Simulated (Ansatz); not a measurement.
Runs of Ansatz 0.2.0 on WS. It takes space group Pm-3m (No. 221, cubic). The conventional cell has a = 3.008 Å, b = 3.008 Å, c = 3.008 Å, α = 90.00°, β = 90.00°, γ = 90.00°. W (site symmetry m-3m) has 8 S at 2.60 Å as nearest neighbours. S (site symmetry m-3m) has 8 W at 2.60 Å as nearest neighbours. The cell was built by a generator and needn't be a form met in nature.

```tsv
task	level	spin	k mesh	points for each segment of the path	gap on the mesh (eV)	pressure (GPa)
band structure	HSE03	off	5 × 5 × 5	4	none	(b)
single point	PBE0	off	5 × 5 × 5	-	none	-8.4
single point	PBEsol0	off	5 × 5 × 5	-	none	-13.6
band structure	HSE06	off	5 × 5 × 5	4	none	(a)
single point	PBE0	SOC, no magnetisation	4 × 4 × 4	-	none	-6.7
```

Alike in all rows: potentials or basis Ansatz PAW; cell as given; cutoff (eV) 420; smearing fermi-dirac 0.05 eV; the mesh is coarse, so values aren't converged.

Question: Fill in the values left out.

Answer: (a) -8.0; (b) -7.2.

Caveats: all runs use coarse meshes; the PAW data sets come from PBE, with cores solved anew for the run's functional, which leaves a small shift of forces and pressure; the thresholds are loose for stress; spin-orbit coupling is left out, which moves the levels of the heavy elements (some runs).

A k mesh can miss the band edges, and rows without SOC leave out spin-orbit coupling on W.

A gap of «none» marks a metal or a gap under the smearing width.
